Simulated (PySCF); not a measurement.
# GaCl (SMILES [Cl][Ga]) at TPSS/cc-pVTZ

What is the vertical singlet–triplet gap of GaCl at TPSS/cc-pVTZ? 

The results are computed with PySCF 2.14.0.

3 further runs of the same task are left out: 3 set aside as unsound or not needed.

### 1 The structure to begin with

GaCl has 2 atoms, charge 0, and is taken as a singlet. As SMILES, `[Cl][Ga]`. Geometry: a GFN2-xTB relaxation, a rough one for these elements and not checked as a minimum.

Bond lengths: Cl1–Ga2 2.169 Å.

### 2 A single-point energy at TPSS/cc-pVTZ

Contents of input.py:

```python
# ClGa
from pyscf import gto, dft

molecule = gto.M(
    atom='Cl 0.000000 0.000000 0.000000; Ga 0.000000 0.000000 2.168600',
    basis='cc-pvtz',
    verbose=4,
    max_memory=1860,
)

mf = dft.RKS(molecule, xc='tpss')
mf.conv_tol = 1e-10
mf.grids.level = 5
mf.kernel()
if not mf.converged:
    mf = mf.newton().run(mf.mo_coeff, mf.mo_occ)

e_tot = mf.e_tot
print(f'total energy: {e_tot:.8f} hartree')
```

Run with:

```
OMP_NUM_THREADS=1 python input.py
```

Log:

```text
PySCF version 2.14.0

[INPUT] num. atoms = 2
[INPUT] num. electrons = 48
[INPUT] charge = 0
[INPUT] spin (= nelec alpha-beta = 2S) = 0
[INPUT] symmetry False subgroup None
[INPUT] Mole.unit = angstrom
[INPUT] Symbol           X                Y                Z      unit          X                Y                Z       unit  Magmom
[INPUT]  1 Cl     0.000000000000   0.000000000000   0.000000000000 AA    0.000000000000   0.000000000000   0.000000000000 Bohr   0.0
[INPUT]  2 Ga     0.000000000000   0.000000000000   2.168600000000 AA    0.000000000000   0.000000000000   4.098060073732 Bohr   0.0

nuclear repulsion = 128.597431594042
number of shells = 19
number of NR pGTOs = 170
number of NR cGTOs = 77
basis = cc-pvtz
ecp = {}

[... 54 lines left out ...]
converged SCF energy = -2385.18432600453
total energy: -2385.18432600 hartree
```

It took 11 s on 1 thread of Arm Neoverse V2, shared host; peak memory 0.39 GiB.

### 3 The triplet

Contents of mol.xyz:

```xyz
2

Cl     0.000000     0.000000     0.000000
Ga     0.000000     0.000000     2.168600
```

Contents of calc.py:

```python
from pyscf import gto, dft

molecule = gto.Mole()
molecule.atom = 'mol.xyz'
molecule.spin = 2
molecule.verbose = 3
molecule.basis = 'cc-pvtz'
molecule.max_memory = 1860
molecule.build()

myscf = dft.UKS(molecule)
myscf.xc = 'tpss'
myscf.grids.level = 5
myscf.conv_tol = 1e-10
myscf.kernel()
if not myscf.converged:
    myscf = myscf.newton().run(myscf.mo_coeff, myscf.mo_occ)

e_tot = myscf.e_tot
print(f'total energy: {e_tot:.8f} hartree')
```

Run with:

```
OMP_NUM_THREADS=1 python calc.py
```

Log:

```text
WARN: HOMO -0.0762712091496186 >= LUMO -0.242648523691927

WARN: HOMO -0.153222850303117 >= LUMO -0.224492682697253

WARN: HOMO -0.112443058828041 >= LUMO -0.227512410144137

WARN: HOMO -0.122034599588503 >= LUMO -0.230621980247282

WARN: HOMO -0.124787298185801 >= LUMO -0.230930213964701

WARN: HOMO -0.123274556206421 >= LUMO -0.227583306094997

WARN: HOMO -0.122725092647118 >= LUMO -0.22692300909734

WARN: HOMO -0.123090808448713 >= LUMO -0.227342245985986

WARN: HOMO -0.123039156124012 >= LUMO -0.227283131140504

WARN: HOMO -0.123034173876272 >= LUMO -0.227280036914786

WARN: HOMO -0.123034181368564 >= LUMO -0.227281118054378

WARN: HOMO -0.123033845481541 >= LUMO -0.227280834776733

WARN: HOMO -0.123033879124603 >= LUMO -0.227280835761927

converged SCF energy = -2385.05916758726  <S^2> = 2.0032042  2S+1 = 3.0021354
total energy: -2385.05916759 hartree
```

It took 22 s on 1 thread of Arm Neoverse V2, shared host; peak memory 0.4 GiB.

### 4 Summary of results

Level: TPSS/cc-pVTZ.

```
                                        quantity           value
                           singlet: total energy  -2385.18433 Eh
                          singlet: dipole moment          1.86 D
                            singlet: HOMO energy        -6.50 eV
                            singlet: LUMO energy        -2.26 eV
                          singlet: HOMO–LUMO gap         4.24 eV
                           triplet: total energy  -2385.05917 Eh
                          triplet: dipole moment          1.42 D
     triplet: HOMO energy (highest over α and β)        -3.35 eV
                                   triplet: ⟨S²⟩           2.003
vertical energy of the triplet above the singlet        3.406 eV
```

At this shape the triplet lies 3.41 eV (329 kJ/mol) above the singlet.
